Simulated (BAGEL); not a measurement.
# triplet BH2SeCl: levels of theory compared

Aim: a comparison of 5 runs (UHF/STO-3G, UHF/3-21G, ROHF/6-31G*, UHF/6-31G*, ROHF/def2-SVPD) of triplet BH2SeCl. 

The calculation is run with BAGEL 1.2.2.

3 further runs of the same task are left out: 2 that didn't finish, 1 set aside as unsound or not needed.

**1. The structure to begin with**

BH2SeCl has 5 atoms, charge 0, and is taken as a triplet. SMILES of the parent species: `ClB[SeH]`. The coordinates come from a PBE0-D4/def2-TZVP relaxation. This is one conformer, not always the lowest. That shape belongs to the parent species and isn't relaxed for this state.

Bond lengths: Cl1–B2 1.743 Å, B2–Se3 1.916 Å, B2–H4 1.188 Å, Se3–H5 1.469 Å. Angles: Cl1–B2–Se3 118.9°, Cl1–B2–H4 119.6°, Se3–B2–H4 121.5°, B2–Se3–H5 94.6°.

**2. A single-point energy at UHF/STO-3G (density fitting with qzvpp-jkfit) (run 1)**

The input, input.json:

```json
{ "bagel": [

{
  "title": "molecule",
  "basis": "sto-3g",
  "df_basis": "qzvpp-jkfit",
  "angstrom": "true",
  "geometry": [
    { "atom": "Cl", "xyz": [   -2.133400,   -0.290000,   -0.272300 ] },
    { "atom": "B", "xyz": [   -0.406800,   -0.344500,   -0.042400 ] },
    { "atom": "Se", "xyz": [    0.577100,    1.299700,   -0.015900 ] },
    { "atom": "H", "xyz": [    0.133400,   -1.393500,    0.094000 ] },
    { "atom": "H", "xyz": [    1.879500,    0.654700,    0.195200 ] }
  ]
},
{
  "title": "uhf",
  "nopen": 2
},
{
  "title": "print",
  "file": "orbitals.molden",
  "orbitals": "true"
}

]}
```

Command:

```bash
BAGEL_NUM_THREADS=1 BAGEL input.json > input.out
```

The program printed:

```text
* using 1 threads per process

  ===============================================================
  ===============================================================

  *** Geometry ***

  { "atom" : "Cl", "xyz" : [     -4.031542,     -0.548021,     -0.514572 ] },
  { "atom" : "B", "xyz" : [     -0.768741,     -0.651011,     -0.080124 ] },
  { "atom" : "Se", "xyz" : [      1.090561,      2.456077,     -0.030047 ] },
  { "atom" : "H", "xyz" : [      0.252089,     -2.633333,      0.177634 ] },
  { "atom" : "H", "xyz" : [      3.551740,      1.237204,      0.368875 ] },

  Number of auxiliary basis functions:      505

  Since a DF basis is specified, we compute 2- and 3-index integrals:
    o Being stored without compression. Storage requirement is 0.005 GB

  Number of basis functions:       34
  Number of electrons      :       58

    * METHOD: MOLECULE                             0.20

  *** Open-shell HF ***

  === Nuclear Repulsion ===
   197.7879591915

      * DIIS with orbital gradients will be used.

  === UHF iteration (sto-3g) ===
      0      -2853.50494518          0.01407869           0.06
      1      -2853.54238040          0.00346144           0.06
      2      -2853.54512869          0.00101947           0.06
      3      -2853.54567653          0.00016091           0.06
      4      -2853.54577497          0.00006064           0.06
      5      -2853.54580046          0.00000814           0.06
      6      -2853.54580199          0.00000165           0.06
      7      -2853.54580241          0.00000072           0.06
      8      -2853.54580261          0.00000034           0.06
      9      -2853.54580269          0.00000011           0.06
     10      -2853.54580270          0.00000004           0.06
     11      -2853.54580270          0.00000002           0.06
     12      -2853.54580270          0.00000001           0.06
    * SCF iteration converged.

    * S^2 (UHF) is 2.0173

    * Permanent dipole moment:
           (   -2.348721,    -1.439780,    -0.218304) a.u.

    * METHOD: UHF                                  0.94

    * METHOD: PRINT                                0.00

  ===============================================================
```

It took 1.3 s on 1 thread of Arm Neoverse V1, shared host; peak memory 0.081 GiB.

**3. A single-point energy at UHF/3-21G (density fitting with qzvpp-jkfit) (run 2)**

The input, calc.json:

```json
{ "bagel" : [

{
  "title" : "molecule",
  "basis" : "3-21g",
  "df_basis" : "qzvpp-jkfit",
  "angstrom" : true,
  "geometry" : [
    { "atom" : "Cl", "xyz" : [      -2.133400,      -0.290000,      -0.272300 ] },
    { "atom" : "B", "xyz" : [      -0.406800,      -0.344500,      -0.042400 ] },
    { "atom" : "Se", "xyz" : [       0.577100,       1.299700,      -0.015900 ] },
    { "atom" : "H", "xyz" : [       0.133400,      -1.393500,       0.094000 ] },
    { "atom" : "H", "xyz" : [       1.879500,       0.654700,       0.195200 ] }
  ]
},

{ "title" : "uhf", "charge" : 0, "nopen" : 2 },

{ "title" : "print", "file" : "orbitals.molden", "orbitals" : true }

]}
```

Command:

```bash
BAGEL_NUM_THREADS=1 BAGEL calc.json > calc.out
```

The program printed:

```text
* using 1 threads per process

  ===============================================================
  ===============================================================

  *** Geometry ***

  { "atom" : "Cl", "xyz" : [     -4.031542,     -0.548021,     -0.514572 ] },
  { "atom" : "B", "xyz" : [     -0.768741,     -0.651011,     -0.080124 ] },
  { "atom" : "Se", "xyz" : [      1.090561,      2.456077,     -0.030047 ] },
  { "atom" : "H", "xyz" : [      0.252089,     -2.633333,      0.177634 ] },
  { "atom" : "H", "xyz" : [      3.551740,      1.237204,      0.368875 ] },

  Number of auxiliary basis functions:      505

  Since a DF basis is specified, we compute 2- and 3-index integrals:
    o Being stored without compression. Storage requirement is 0.009 GB

  Number of basis functions:       48
  Number of electrons      :       58

    * METHOD: MOLECULE                             0.20

  *** Open-shell HF ***

  === Nuclear Repulsion ===
   197.7879591915

      * DIIS with orbital gradients will be used.

  === UHF iteration (3-21g) ===
      0      -2871.29113374          0.02137172           0.09
      1      -2871.34960162          0.00591362           0.09
      2      -2871.35473138          0.00195585           0.09
      3      -2871.35558911          0.00074645           0.09
      4      -2871.35589724          0.00021993           0.09
      5      -2871.35596688          0.00010622           0.09
      6      -2871.35599355          0.00001897           0.09
      7      -2871.35599586          0.00000581           0.09
      8      -2871.35599679          0.00000151           0.09
      9      -2871.35599707          0.00000064           0.09
     10      -2871.35599720          0.00000040           0.09
     11      -2871.35599726          0.00000023           0.09
     12      -2871.35599729          0.00000009           0.09
     13      -2871.35599730          0.00000004           0.09
     14      -2871.35599730          0.00000003           0.09
     15      -2871.35599730          0.00000001           0.09
     16      -2871.35599730          0.00000001           0.09
    * SCF iteration converged.

    * S^2 (UHF) is 2.0189

    * Permanent dipole moment:
           (   -2.065898,    -1.424020,    -0.182210) a.u.

    * METHOD: UHF                                  1.71

    * METHOD: PRINT                                0.01

  ===============================================================
```

Run time: 2 s. Hardware: 1 thread of Arm Neoverse V1, shared host; peak memory 0.085 GiB.

Run 3 isn't shown in full; the table further down has it.

**4. A single-point energy at UHF/6-31G(d) (density fitting with qzvpp-jkfit, spherical functions) (run 4)**

The input, input.json:

```json
{ "bagel" : [

{
  "title" : "molecule",
  "basis" : "6-31gs.json",
  "df_basis" : "qzvpp-jkfit",
  "angstrom" : "true",
  "geometry" : [
    { "atom" : "Cl", "xyz" : [      -2.133400,      -0.290000,      -0.272300 ] },
    { "atom" : "B", "xyz" : [      -0.406800,      -0.344500,      -0.042400 ] },
    { "atom" : "Se", "xyz" : [       0.577100,       1.299700,      -0.015900 ] },
    { "atom" : "H", "xyz" : [       0.133400,      -1.393500,       0.094000 ] },
    { "atom" : "H", "xyz" : [       1.879500,       0.654700,       0.195200 ] }
  ]
},

{
  "title" : "uhf",
  "nopen" : 2
},

{
  "title" : "print",
  "file" : "orbitals.molden",
  "orbitals" : "true"
}

]}
```

The basis set 6-31G* is read from a file made from the Basis Set Exchange's data (not shown).

Command:

```bash
BAGEL_NUM_THREADS=1 BAGEL input.json > input.out
```

The program printed:

```text
* using 1 threads per process

  ===============================================================
  ===============================================================

  *** Geometry ***

  { "atom" : "Cl", "xyz" : [     -4.031542,     -0.548021,     -0.514572 ] },
  { "atom" : "B", "xyz" : [     -0.768741,     -0.651011,     -0.080124 ] },
  { "atom" : "Se", "xyz" : [      1.090561,      2.456077,     -0.030047 ] },
  { "atom" : "H", "xyz" : [      0.252089,     -2.633333,      0.177634 ] },
  { "atom" : "H", "xyz" : [      3.551740,      1.237204,      0.368875 ] },

  Number of auxiliary basis functions:      505

  Since a DF basis is specified, we compute 2- and 3-index integrals:
    o Being stored without compression. Storage requirement is 0.019 GB

  Number of basis functions:       68
  Number of electrons      :       58

    * METHOD: MOLECULE                             0.28

  *** Open-shell HF ***

  === Nuclear Repulsion ===
   197.7879591915

      * DIIS with orbital gradients will be used.

  === UHF iteration (6-31gs.json) ===
      0      -2884.69776168          0.01874061           0.15
      1      -2884.75425031          0.00575681           0.14
      2      -2884.76146092          0.00230040           0.14
      3      -2884.76283211          0.00088429           0.14
      4      -2884.76344370          0.00029390           0.14
      5      -2884.76354604          0.00013384           0.14
      6      -2884.76357101          0.00002799           0.14
      7      -2884.76357284          0.00000944           0.14
      8      -2884.76357325          0.00000467           0.15
      9      -2884.76357340          0.00000306           0.14
     10      -2884.76357345          0.00000238           0.15
     11      -2884.76357348          0.00000130           0.15
     12      -2884.76357348          0.00000059           0.14
     13      -2884.76357348          0.00000028           0.14
     14      -2884.76357349          0.00000015           0.14
     15      -2884.76357349          0.00000008           0.14
     16      -2884.76357349          0.00000004           0.14
     17      -2884.76357349          0.00000002           0.14
     18      -2884.76357349          0.00000002           0.14
     19      -2884.76357349          0.00000001           0.14
    * SCF iteration converged.

    * S^2 (UHF) is 2.0234

    * Permanent dipole moment:
           (   -1.883159,    -1.344886,    -0.163158) a.u.

    * METHOD: UHF                                  3.09

    * METHOD: PRINT                                0.01

  ===============================================================
```

Wall time 3.6 s (1 thread of Arm Neoverse V1, shared host); peak memory 0.11 GiB.

**5. A single-point energy at ROHF/def2-SVPD (density fitting with qzvpp-jkfit) (run 5)**

The input, input.json:

```json
{ "bagel": [

{
  "title": "molecule",
  "basis": "def2-svpd.json",
  "df_basis": "qzvpp-jkfit",
  "angstrom": true,
  "geometry": [
    { "atom": "Cl", "xyz": [   -2.133400,   -0.290000,   -0.272300 ] },
    { "atom": "B", "xyz": [   -0.406800,   -0.344500,   -0.042400 ] },
    { "atom": "Se", "xyz": [    0.577100,    1.299700,   -0.015900 ] },
    { "atom": "H", "xyz": [    0.133400,   -1.393500,    0.094000 ] },
    { "atom": "H", "xyz": [    1.879500,    0.654700,    0.195200 ] }
  ]
},
{
  "title": "rohf",
  "nopen": 2
},
{
  "title": "print",
  "file": "orbitals.molden",
  "orbitals": true
}

]}
```

The basis set def2-SVPD is read from a file made from the Basis Set Exchange's data (not shown).

Command:

```bash
BAGEL_NUM_THREADS=1 BAGEL input.json > input.out
```

The program printed:

```text
* using 1 threads per process

  ===============================================================
  ===============================================================

  *** Geometry ***

  { "atom" : "Cl", "xyz" : [     -4.031542,     -0.548021,     -0.514572 ] },
  { "atom" : "B", "xyz" : [     -0.768741,     -0.651011,     -0.080124 ] },
  { "atom" : "Se", "xyz" : [      1.090561,      2.456077,     -0.030047 ] },
  { "atom" : "H", "xyz" : [      0.252089,     -2.633333,      0.177634 ] },
  { "atom" : "H", "xyz" : [      3.551740,      1.237204,      0.368875 ] },

  Number of auxiliary basis functions:      505

  Since a DF basis is specified, we compute 2- and 3-index integrals:
    o Being stored without compression. Storage requirement is 0.044 GB

  Number of basis functions:      104
  Number of electrons      :       58

    * METHOD: MOLECULE                             0.30

  *** Open-shell HF ***

  === Nuclear Repulsion ===
   197.7879591915

      * DIIS with orbital gradients will be used.

  === ROHF iteration (def2-svpd.json) ===
      0      -2884.54606445          0.01990270           0.24
      1      -2884.62386009          0.00780193           0.24
      2      -2884.63491967          0.00328367           0.23
      3      -2884.63712634          0.00090871           0.24
      4      -2884.63760009          0.00028563           0.24
      5      -2884.63769076          0.00012932           0.24
      6      -2884.63771187          0.00002217           0.24
      7      -2884.63772463          0.00000672           0.23
      8      -2884.63772606          0.00000255           0.24
      9      -2884.63772633          0.00000084           0.23
     10      -2884.63772642          0.00000038           0.24
     11      -2884.63772646          0.00000014           0.25
     12      -2884.63772646          0.00000006           0.24
     13      -2884.63772647          0.00000004           0.24
     14      -2884.63772647          0.00000003           0.24
     15      -2884.63772647          0.00000002           0.24
     16      -2884.63772647          0.00000002           0.24
     17      -2884.63772647          0.00000001           0.25
    * SCF iteration converged.

    * S^2 (ROHF) is 2.0000

    * Permanent dipole moment:
           (   -1.712025,    -1.217552,    -0.148663) a.u.

    * METHOD: ROHF                                 4.60

    * METHOD: PRINT                                0.03

  ===============================================================
```

Run time: 5.1 s. Hardware: 1 thread of Arm Neoverse V1, shared host; peak memory 0.15 GiB.

**6. The series**

| run | level | energy (Eh) | dipole moment (D) | ⟨S²⟩ | wall time |
| --- | --- | --- | --- | --- | --- |
| 1 | UHF/STO-3G (density fitting with qzvpp-jkfit) | -2853.545803 | 7.02 | 2.017 | 1.3 s |
| 2 | UHF/3-21G (density fitting with qzvpp-jkfit) | -2871.355997 | 6.39 | 2.019 | 2 s |
| 3 | ROHF/6-31G* (density fitting with qzvpp-jkfit, spherical functions) | -2884.755563 | 5.89 | 2.000 | 3.6 s |
| 4 | UHF/6-31G* (density fitting with qzvpp-jkfit, spherical functions) | -2884.763573 | 5.90 | 2.023 | 3.6 s |
| 5 | ROHF/def2-SVPD (density fitting with qzvpp-jkfit) | -2884.637726 | 5.35 | 2.000 | 5.1 s |

**7. What came out**

```
            quantity           value
 run 5: total energy  -2884.63773 Eh
run 5: dipole moment          5.35 D
         run 5: ⟨S²⟩           2.000
```

What this shows: The dipole moment (its size) runs from 5.35 D (ROHF/def2-SVPD) to 7.02 D (UHF/STO-3G). The two ends differ in method and basis. In run 1 the basis is minimal, so the values are rough. All runs together took 16 s, the longest 5.1 s.
